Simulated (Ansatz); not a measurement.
# MoS2: the cost of one run

Method: DFT PBE+D3(BJ), scalar-relativistic, plane waves, PAW, in Ansatz 0.2.0.

That is the level of the relaxation; later steps name their own.

1 further run of the same task is left out (set aside as unsound or not needed).

## 1. The structure to begin with

Symmetry: P6_3/mmc, No. 194, hexagonal system. Conventional cell: a = 3.149 Å, b = 3.149 Å, c = 12.090 Å, α = 90.00°, β = 90.00°, γ = 120.00°. Mo (site symmetry -6m2) has 6 S at 2.40 Å as nearest neighbours. S (site symmetry 3m) has 3 Mo at 2.40 Å as nearest neighbours.

Structure file:

```xyz
6
Lattice="3.1492 0.0000 0.0000 -1.5746 2.7273 0.0000 0.0000 0.0000 12.0899" Properties=species:S:1:pos:R:3 pbc="T T T"
Mo    0.0000    1.8182    3.0225
Mo    1.5746    0.9091    9.0674
S     0.0000    1.8182    7.5016
S     1.5746    0.9091    1.4567
S     0.0000    1.8182   10.6331
S     1.5746    0.9091    4.5882
```

It is the result of an earlier relaxation at this level (volume 17.31 Å³/atom; gap on the mesh: 0.78 eV).

## 2. Band edges over the whole zone

input.yaml

```yaml
crystal:
  lattice:
    - [3.1491697116, 0.0, 0.0]
    - [-1.5745848558, 2.727260971, 0.0]
    - [0.0, 0.0, 12.0898517559]
  atoms:
    - { symbol: Mo, position: [0.3333333333, 0.6666666667, 0.25] }
    - { symbol: Mo, position: [0.6666666667, 0.3333333333, 0.75] }
    - { symbol: S, position: [0.3333333333, 0.6666666667, 0.6204901698] }
    - { symbol: S, position: [0.6666666667, 0.3333333333, 0.1204901698] }
    - { symbol: S, position: [0.3333333333, 0.6666666667, 0.8795098302] }
    - { symbol: S, position: [0.6666666667, 0.3333333333, 0.3795098302] }
basis:
  ecutwfc: 420
kpoints:
  mp_grid: { grid: [12, 12, 4] }
  band_path: { path: [VBM, CBM], npoints: 2 }
hamiltonian:
  xc: pbe
  dispersion: d3bj
scf:
  occupations: { method: gaussian, width: 0.02 }
output:
  forces: true
  stress: true
  eigenvalues: true
```

Run with:

```
> ansatz run input.yaml --threads 4 --pin off --max-ram 10240MiB --backend cpu --events-out ev --progress --plain --runs-dir out
```

What time and memory should one allow on 4 threads of AMD EPYC 7B13 (Zen 3), shared host?

About 4.3 s, with a peak of 0.55 GiB.
